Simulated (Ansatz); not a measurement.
**Si₄Ge₂H₁₄: taking an electron away**

An exercise on one series of results from a longer session: the logs are not shown, and one member is left open.

The runs use Ansatz 0.2.0, Gaussian basis; unrestricted cation, the program's frozen cores in correlated methods.

The runs, in order: UKS PBE-D4/def2-TZVPP; UKS r2SCAN-D4/def2-TZVPP; UKS PBE0-D4/def2-TZVPP; UKS B3LYP-D4/def2-TZVPP; UKS wB97X-V/def2-TZVPP; UKS wB97M-V/def2-TZVPP; UKS B2PLYP/def2-TZVPP; UHF-CCSD(T)/def2-TZVPP; UHF-MP2/def2-QZVPP; extrapolation to the limit; then −ε(HOMO) from the neutral's earlier runs with LDA (SPW92), PBE-D4, revPBE-D4, BLYP-D4, r2SCAN-D4, B97M-V, PBE0-D4, B3LYP-D4, r2SCANh-D4, r2SCAN0-D4, HSE06-D4, BHLYP-D4, CAM-B3LYP-D4, LC-ωPBE, ωB97X-V, ωB97M-V.

### The geometry

An earlier PBE0-D4 in a triple-zeta def2 set relaxation fixed the geometry.

SMILES `[SiH3][SiH2][GeH2][GeH2][SiH2][SiH3]`, 20 atoms, charge 0, spin multiplicity 1.

Atoms are counted from 1 here; the program's logs count them from 0.

Bond lengths: Si1–Si2 2.339 Å, Si1–H7 1.488 Å, Si1–H8 1.487 Å, Si1–H9 1.487 Å, Si2–Ge3 2.383 Å, Si2–H10 1.490 Å, Si2–H11 1.490 Å, Ge3–Ge4 2.428 Å, Ge3–H12 1.540 Å, Ge3–H13 1.541 Å, Ge4–Si5 2.379 Å, Ge4–H14 1.541 Å, Ge4–H15 1.541 Å, Si5–Si6 2.338 Å, Si5–H16 1.490 Å, Si5–H17 1.489 Å, Si6–H18 1.488 Å, Si6–H19 1.487 Å and more. Angles: Si2–Si1–H7 110.2°, Si2–Si1–H8 109.9°, Si2–Si1–H9 110.9°, H7–Si1–H8 108.8°, H7–Si1–H9 108.4°, H8–Si1–H9 108.7°, Si1–Si2–Ge3 112.5°, Si1–Si2–H10 108.4°, Si1–Si2–H11 109.7°, Ge3–Si2–H10 109.3°, Ge3–Si2–H11 108.9°, H10–Si2–H11 107.9°, Si2–Ge3–Ge4 111.2°, Si2–Ge3–H12 109.6°, Si2–Ge3–H13 109.8°, Ge4–Ge3–H12 109.2°, Ge4–Ge3–H13 109.3°, H12–Ge3–H13 107.6° and more.

As a file:

```csv
atom,x (Å),y (Å),z (Å)
Si1,-1.6801,2.1197,0.2067
Si2,-1.3588,0.6585,2.0043
Ge3,0.8169,-0.3143,2.0124
Ge4,0.9520,-2.1797,0.4641
Si5,0.1206,-1.5268,-1.6677
Si6,1.2540,0.3942,-2.3677
H7,-3.0085,2.7815,0.3152
H8,-0.6223,3.1651,0.2096
H9,-1.6234,1.3891,-1.0873
H10,-1.5647,1.4180,3.2701
H11,-2.3750,-0.4302,1.9534
H12,1.8599,0.7480,1.6166
H13,1.1647,-0.8034,3.4322
H14,2.4178,-2.6378,0.3416
H15,0.1324,-3.3558,1.0284
H16,0.3004,-2.6200,-2.6633
H17,-1.3365,-1.2501,-1.5380
H18,2.6572,0.0372,-2.7114
H19,0.6090,1.0153,-3.5555
H20,1.2844,1.3915,-1.2637
```

Set-up of the first run:

Contents of in.yaml:

```yaml
crystal:
  periodic: [false, false, false]
  atoms:
    - {symbol: Si, position_ang: [-1.680093, 2.119674, 0.206738]}
    - {symbol: Si, position_ang: [-1.358791, 0.658494, 2.004261]}
    - {symbol: Ge, position_ang: [0.816924, -0.314347, 2.012447]}
    - {symbol: Ge, position_ang: [0.952019, -2.179679, 0.464112]}
    - {symbol: Si, position_ang: [0.120631, -1.526790, -1.667676]}
    - {symbol: Si, position_ang: [1.254003, 0.394243, -2.367734]}
    - {symbol: H, position_ang: [-3.008545, 2.781493, 0.315151]}
    - {symbol: H, position_ang: [-0.622295, 3.165061, 0.209565]}
    - {symbol: H, position_ang: [-1.623421, 1.389130, -1.087321]}
    - {symbol: H, position_ang: [-1.564725, 1.418011, 3.270066]}
    - {symbol: H, position_ang: [-2.374970, -0.430218, 1.953415]}
    - {symbol: H, position_ang: [1.859926, 0.747964, 1.616579]}
    - {symbol: H, position_ang: [1.164742, -0.803390, 3.432247]}
    - {symbol: H, position_ang: [2.417791, -2.637764, 0.341643]}
    - {symbol: H, position_ang: [0.132443, -3.355817, 1.028403]}
    - {symbol: H, position_ang: [0.300356, -2.619986, -2.663346]}
    - {symbol: H, position_ang: [-1.336549, -1.250059, -1.538035]}
    - {symbol: H, position_ang: [2.657178, 0.037241, -2.711371]}
    - {symbol: H, position_ang: [0.609017, 1.015285, -3.555481]}
    - {symbol: H, position_ang: [1.284368, 1.391457, -1.263675]}
basis:
  gaussian: {orbitals: def2-TZVPP}
total_charge: 1
magnetization: {spin_polarized: true, initial_magnetization: 1}
hamiltonian: {xc: pbe, dispersion: d4}
```

Among the steps run: Cation, UKS PBE-D4/def2-TZVPP; Cation, UKS r2SCAN-D4/def2-TZVPP; Cation, UKS PBE0-D4/def2-TZVPP; Cation, UKS B3LYP-D4/def2-TZVPP; Cation, UKS wB97X-V/def2-TZVPP; Cation, UKS wB97M-V/def2-TZVPP; Cation, UKS B2PLYP (frozen core)/def2-TZVPP; Cation, UHF-CCSD(T)/def2-TZVPP; Cation, UHF-MP2/def2-QZVPP.

One table of the session follows, with a row left open; its other results are not shown here.

For comparison, −ε(HOMO) of the neutral from earlier runs:

| functional | −ε(HOMO) (eV) |
| --- | --- |
| LDA (SPW92) | 6.82 |
| PBE-D4 | 6.71 |
| revPBE-D4 | 6.65 |
| BLYP-D4 | 6.52 |
| r2SCAN-D4 | 6.95 |
| B97M-V | 7.07 |
| PBE0-D4 | 7.69 |
| B3LYP-D4 | 7.47 |
| r2SCANh-D4 | 7.31 |
| r2SCAN0-D4 | 7.85 |
| HSE06-D4 | 7.31 |
| BHLYP-D4 | 8.52 |
| CAM-B3LYP-D4 | ? |
| LC-ωPBE | 10.10 |
| ωB97X-V | 9.80 |
| ωB97M-V | 9.61 |

Estimate the missing values for CAM-B3LYP-D4.

The run gave: −ε(HOMO) (eV): 8.83. In the column «−ε(HOMO) (eV)» it lies between BHLYP-D4 (8.52) and ωB97M-V (9.61).

Caveats from the session: The cation may have settled in a state other than its lowest; no search over hole states beyond the program's own was made.
